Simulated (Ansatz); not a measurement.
# C₃H₆BF: a ladder of functionals and wavefunction methods

How much do the methods differ for C₃H₆BF? The plan is to run it at one geometry with functionals of several rungs and with coupled cluster, and see how far each lands from CCSD(T) at the basis-set limit for the atomisation energy.

Method: functionals in def2-TZVPP, the program's frozen cores in correlated methods; program: Ansatz 0.2.0, Gaussian basis.

The runs, in order: PBE-D4, r2SCAN-D4, PBE0-D4, B3LYP-D4, ωB97X-V, ωB97M-V, B2PLYP; CCSD(T)/def2-TZVPP; MP2/def2-QZVPP; extrapolation to the limit.

**1. The relaxed structure**

The geometry comes from an earlier relaxation with PBE0-D4 in a triple-zeta def2 set; it is a stationary point, not always the lowest conformer.

11 atoms, charge 0, spin multiplicity 1.

Atoms are counted from 1 here; the program's logs count them from 0.

Bond lengths: C1–C2 1.504 Å, C1–H6 1.092 Å, C1–H7 1.092 Å, C1–H8 1.093 Å, C2–B3 1.531 Å, C2–C4 1.510 Å, C2–H9 1.104 Å, B3–C4 1.523 Å, B3–H10 1.184 Å, C4–F5 1.376 Å, C4–H11 1.091 Å. Angles: C2–C1–H6 111.2°, C2–C1–H7 110.3°, C2–C1–H8 111.5°, H6–C1–H7 107.7°, H6–C1–H8 108.2°, H7–C1–H8 107.8°, C1–C2–B3 139.1°, C1–C2–C4 123.2°, C1–C2–H9 113.5°, B3–C2–C4 60.1°, B3–C2–H9 98.3°, C4–C2–H9 112.1°, C2–B3–C4 59.3°, C2–B3–H10 145.9°, C4–B3–H10 151.5°, C2–C4–B3 60.6°, C2–C4–F5 121.9°, C2–C4–H11 111.4° and more.

**2. PBE-D4 (GGA)**

File in.yaml:

```yaml
crystal:
  periodic: [false, false, false]
  atoms:
    - {symbol: C, position_ang: [-1.286981, 0.106971, 0.678373]}
    - {symbol: C, position_ang: [-0.007314, 0.383639, -0.061645]}
    - {symbol: B, position_ang: [1.503637, 0.282005, 0.160516]}
    - {symbol: C, position_ang: [0.787337, -0.688297, -0.769233]}
    - {symbol: F, position_ang: [0.899590, -0.725622, -2.140186]}
    - {symbol: H, position_ang: [-1.501048, 0.893730, 1.405254]}
    - {symbol: H, position_ang: [-1.214169, -0.837146, 1.222726]}
    - {symbol: H, position_ang: [-2.136220, 0.033808, -0.005279]}
    - {symbol: H, position_ang: [-0.022379, 1.332003, -0.626747]}
    - {symbol: H, position_ang: [2.480548, 0.840890, 0.528503]}
    - {symbol: H, position_ang: [0.562499, -1.679082, -0.371683]}
basis:
  gaussian: {orbitals: def2-TZVPP}
hamiltonian: {xc: pbe, dispersion: d4}
output: {forces: true, orbitals: {seedname: orbitals}}
```

Command:

```console
> ansatz run in.yaml --threads 4 --pin off --events-out ev --progress --plain --max-ram 10444MiB
```

After this run come: r2SCAN-D4 (meta-GGA); PBE0-D4 (hybrid); B3LYP-D4 (hybrid); ωB97X-V (range-separated); ωB97M-V (range-separated); B2PLYP (double hybrid); CCSD(T) in def2-TZVPP; MP2 in def2-QZVPP.

Before running them: what should the planned runs give, taken together? Wanted: atomisation energy, CCSD(T)/CBS; farthest; mean size of error, hybrid; mean size of error, range-separated; gap, smallest and largest; T1 diagnostic; triples share of the correlation energy.

As calculated:

| quantity | value |
| --- | --- |
| atomisation energy, CCSD(T)/CBS | 1019.8 kcal/mol |
| functionals within 5.1 kcal/mol (0.5 %) | B2PLYP |
| farthest | PBE-D4 (+34.9 kcal/mol) |
| mean size of error, hybrid | 11.4 kcal/mol |
| mean size of error, range-separated | 8.7 kcal/mol |
| gap, smallest and largest | 3.36 eV (PBE-D4), 10.42 eV (ωB97X-V) |
| T1 diagnostic | 0.0117 |
| triples share of the correlation energy | 3.7 % |

In words: PBE-D4 misses by +34.9 kcal/mol. Double hybrids carry the basis error of their MP2 part in triple zeta, and no dispersion term here, so their miss is partly the set-up's. The reference freezes the cores and leaves out relativity and excitations past (T), so misses under about 5.1 kcal/mol can't be ranked. Hartree-Fock recovers 75 % of the binding; the rest is correlation. Orbital gaps span 3.4 to 10.4 eV; exact exchange widens them.
